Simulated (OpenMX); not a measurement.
Runs of OpenMX 3.8.5 on HfIn4SiO6. It takes space group C2/m (No. 12, monoclinic). The conventional cell has a = 4.828 Å, b = 16.243 Å, c = 4.833 Å, α = 90.00°, β = 101.89°, γ = 90.00°. Hf (site symmetry 2/m) is surrounded by 6 O at 2.03 to 2.13 Å. Around In (site symmetry 2) lie 2 O at 2.31 Å. In (site symmetry 2) is surrounded by 2 O at 2.30 Å. Si (site symmetry 2/m) is surrounded by 6 O at 1.72 to 1.89 Å. O (site symmetry m) has 1 Si at 1.72 Å as nearest neighbours. Around O (site symmetry 1) lie 1 Si at 1.89 Å and 1 Hf at 2.13 Å. The cell was built by a generator and needn't be a form met in nature.

```tsv
task	level	potentials or basis	spin	k mesh	SCF threshold	max SCF cycles	grid points, held for all volumes	pressure (GPa)	largest force (eV/Å)
band structure	PBE	OpenMX 2013 PBE set, Hf7.0-s3p2d2, In7.0-s3p2d1, Si7.0-s2p1d1, O6.0-s2p2, grid cutoff 500 Ry	off	7 × 7 × 7	1e-08 Ha	100	-	(b)	0.66
band structure	LDA	OpenMX 2013 LDA set, Hf7.0-s3p2d2f1, In7.0-s3p2d2, Si7.0-s2p2d1, O6.0-s2p2d1, grid cutoff 500 Ry	off	7 × 7 × 7	1e-08 Ha	100	-	-7.3	0.78
band structure	PBE	OpenMX 2013 PBE set, Hf7.0-s3p2d2f1, In7.0-s3p2d2, Si7.0-s2p2d1, O6.0-s2p2d1, grid cutoff 500 Ry	non-collinear, zero start, SOC	5 × 5 × 5	1e-07 Ha	100	-	-	0.77
band structure	PBE	OpenMX 2013 PBE set, Hf7.0-s3p2d2f1, In7.0-s3p2d2, Si7.0-s2p2d1, O6.0-s2p2d1, grid cutoff 500 Ry	off	7 × 7 × 7	1e-08 Ha	100	-	(a)	0.75
```

Alike in all rows: cell as given; smearing fermi-dirac 0.05 eV.

Q: Estimate the missing entries.

A: (a) 0.7; (b) 1.8.

Caveats: the basis of atomic orbitals isn't converged, which shifts pressures, moduli and gaps; total energies with and without spin-orbit coupling shouldn't be compared in this program (some runs).

Not every run made on this cell is shown here.
